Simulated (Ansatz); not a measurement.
**C₃H₃F₂InO₂: a ladder of functionals and wavefunction methods**

An exercise on one series of results from a longer session: the logs are not shown, and one member is left open.

The runs use Ansatz 0.2.0, Gaussian basis; functionals in def2-TZVPP, the program's frozen cores in correlated methods.

The runs, in order: LDA (SPW92), PBE-D4, revPBE-D4, BLYP-D4, r2SCAN-D4, B97M-V, PBE0-D4, B3LYP-D4, r2SCANh-D4, r2SCAN0-D4, HSE06-D4, BHLYP-D4, CAM-B3LYP-D4, LC-ωPBE, ωB97X-V, ωB97M-V, B2PLYP, PBE-QIDH; CCSD(T)/def2-SVP; MP2/def2-TZVPP; MP2/def2-QZVPP; RPA on PBE.

## The geometry

The geometry comes from an earlier relaxation with PBE0-D4 in a triple-zeta def2 set; it is a stationary point, not always the lowest conformer. In takes the def2 core potential; no spin-orbit term is included.

SMILES `[F][In-]1([F])[O]C=CC=[O+]1`, 11 atoms, charge 0, spin multiplicity 1.

Atoms are counted from 1 here; the program's logs count them from 0.

Bond lengths: F1–In2 1.932 Å, In2–F3 1.932 Å, In2–O4 2.098 Å, In2–O8 2.098 Å, O4–C5 1.266 Å, C5–C6 1.391 Å, C5–H9 1.096 Å, C6–C7 1.391 Å, C6–H10 1.082 Å, C7–O8 1.266 Å, C7–H11 1.096 Å. Angles: F1–In2–F3 121.2°, F1–In2–O4 110.2°, F1–In2–O8 110.2°, F3–In2–O4 110.3°, F3–In2–O8 110.3°, O4–In2–O8 90.3°, In2–O4–C5 123.5°, O4–C5–C6 128.4°, O4–C5–H9 114.7°, C6–C5–H9 116.9°, C5–C6–C7 125.9°, C5–C6–H10 117.0°, C7–C6–H10 117.0°, C6–C7–O8 128.4°, C6–C7–H11 116.9°, O8–C7–H11 114.7°, In2–O8–C7 123.5°.

Set-up of the first run:

in.yaml

```yaml
crystal:
  periodic: [false, false, false]
  atoms:
    - {symbol: F, position_ang: [-0.946562, -2.144617, 2.348669]}
    - {symbol: In, position_ang: [0.461569, -1.202864, 1.419884]}
    - {symbol: F, position_ang: [2.316956, -1.449972, 1.897962]}
    - {symbol: O, position_ang: [0.008133, 0.842343, 1.298773]}
    - {symbol: C, position_ang: [-0.271943, 1.432763, 0.214603]}
    - {symbol: C, position_ang: [-0.338138, 0.898367, -1.067904]}
    - {symbol: C, position_ang: [-0.100680, -0.428212, -1.412271]}
    - {symbol: O, position_ang: [0.213864, -1.392728, -0.655151]}
    - {symbol: H, position_ang: [-0.487137, 2.502529, 0.318677]}
    - {symbol: H, position_ang: [-0.597320, 1.575869, -1.870179]}
    - {symbol: H, position_ang: [-0.193343, -0.690377, -2.472565]}
basis:
  gaussian: {orbitals: def2-TZVPP}
hamiltonian: {xc: lda}
output: {orbitals: {seedname: orbitals}}
```

Run with:

```
> ansatz run in.yaml --threads 8 --pin off --events-out ev --progress --plain --max-ram 18278MiB
```

Steps of the session up to this table: LDA; PBE-D4 (GGA); revPBE-D4 (GGA); BLYP-D4 (GGA); r2SCAN-D4 (meta-GGA); B97M-V (meta-GGA); PBE0-D4 (hybrid); B3LYP-D4 (hybrid); r2SCANh-D4 (hybrid); r2SCAN0-D4 (hybrid); HSE06-D4 (hybrid); BHLYP-D4 (hybrid); CAM-B3LYP-D4 (range-separated); LC-ωPBE (range-separated); ωB97X-V (range-separated); ωB97M-V (range-separated); B2PLYP (double hybrid); PBE-QIDH (double hybrid).

One of the session's tables, all rows but one given; the rest of the session is left out.

It belongs to the step «Orbital energies across the functionals». 

```
  functional  HOMO (eV)  LUMO (eV)  gap (eV)
 LDA (SPW92)      -7.32      -3.90      3.41
      PBE-D4      -7.06      -3.60      3.45
   revPBE-D4      -6.96      -3.49      3.47
     BLYP-D4      -6.91      -3.47      3.44
   r2SCAN-D4      -7.29      -3.49      3.80
      B97M-V      -7.26      -3.38      3.89
     PBE0-D4      -8.16      -2.72      5.44
    B3LYP-D4      -7.96      -2.94      5.02
  r2SCANh-D4      -7.71      -3.16      4.55
  r2SCAN0-D4          ?          ?         ?
    HSE06-D4      -7.77      -3.10      4.66
    BHLYP-D4      -9.16      -1.69      7.47
CAM-B3LYP-D4      -9.43      -1.63      7.80
     LC-ωPBE     -10.66      -0.52     10.15
     ωB97X-V     -10.33      -0.52      9.81
     ωB97M-V     -10.26      -0.58      9.68
```

Q: Estimate the row for r2SCAN0-D4 from the others.

Worked estimate for «HOMO (eV)». Against the share of exact exchange, r2SCAN-D4 (0, -7.29), r2SCANh-D4 (0.1, -7.71) give a slope of -4.20 per unit share; at 0.25 the line stands at -8.34.

**Answer.** HOMO (eV): -8.34; LUMO (eV): -2.66; gap (eV): 5.68. In «HOMO (eV)» the line misses by 0.00.
